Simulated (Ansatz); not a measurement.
# SnH3 radical (SMILES [SnH3]): functionals against CCSD(T) at one geometry

An exercise on one series of results from a longer session: the logs are not shown, and one member is left open.

The runs use Ansatz 0.2.0, Gaussian basis; single points in def2-TZVPP.

Cores are frozen in the correlated methods. Filled d shells of the heavier atoms are correlated. Core potentials replace the inner electrons past krypton, and spin-orbit coupling is left out. Orbitals are unrestricted.

### The system as given

SMILES `[SnH3]`, 4 atoms, charge 0, spin multiplicity 2.

Atoms are counted from 1 here; the program's logs count them from 0.

Bond lengths: Sn1–H2 1.693 Å, Sn1–H3 1.928 Å, Sn1–H4 1.824 Å. Angles: H2–Sn1–H3 95.9°, H2–Sn1–H4 100.7°, H3–Sn1–H4 107.4°.

As a file:

```
Sn    0.4044   -0.2282   -0.3237
H     0.9108    0.1272    1.2526
H    -1.1377   -1.2630    0.1925
H    -0.1938    1.4076   -0.8639
```

The first run:

File run/in.yaml:

```yaml
crystal:
  periodic: [false, false, false]
  atoms:
    - {symbol: Sn, position_ang: [0.404400, -0.228200, -0.323700]}
    - {symbol: H, position_ang: [0.910800, 0.127200, 1.252600]}
    - {symbol: H, position_ang: [-1.137700, -1.263000, 0.192500]}
    - {symbol: H, position_ang: [-0.193800, 1.407600, -0.863900]}
basis:
  gaussian: {orbitals: def2-TZVPP}
magnetization: {spin_polarized: true, initial_magnetization: 1}
correlation: {method: ccsd_t}
scf: {omitted_lower_state_checks: [cluster_reference]}
output: {forces: true}
```

The command line of these runs was not kept.

Among the steps run: CCSD(T)/def2-TZVPP; PBE0-D4/def2-TZVPP; wB97M-V/def2-TZVPP; r2SCAN-D4/def2-TZVPP; PBE-D4/def2-TZVPP; HSE06-D4/def2-TZVPP; r2SCAN0-D4/def2-TZVPP.

One of the session's tables, all rows but one given; the rest of the session is left out.

| method | RMS force component (eV/Å) | angle to CCSD(T) forces (°) | dipole (D) |
| --- | --- | --- | --- |
| CCSD(T) | 0.955 | reference | 1.11 |
| PBE0-D4 | 0.895 | 5.1 | 1.10 |
| wB97M-V | 0.952 | 1.3 | 1.18 |
| r2SCAN-D4 | ? | ? | ? |
| PBE-D4 | 0.787 | 12.8 | 1.03 |
| HSE06-D4 | 0.893 | 5.2 | 1.10 |
| r2SCAN0-D4 | 0.951 | 1.3 | 1.14 |

**Question.** Estimate the row for r2SCAN-D4.

As computed: RMS force component (eV/Å): 0.878; angle to CCSD(T) forces (°): 5.1; dipole (D): 1.09. In the column «RMS force component (eV/Å)» it lies between PBE-D4 (0.787) and HSE06-D4 (0.893).
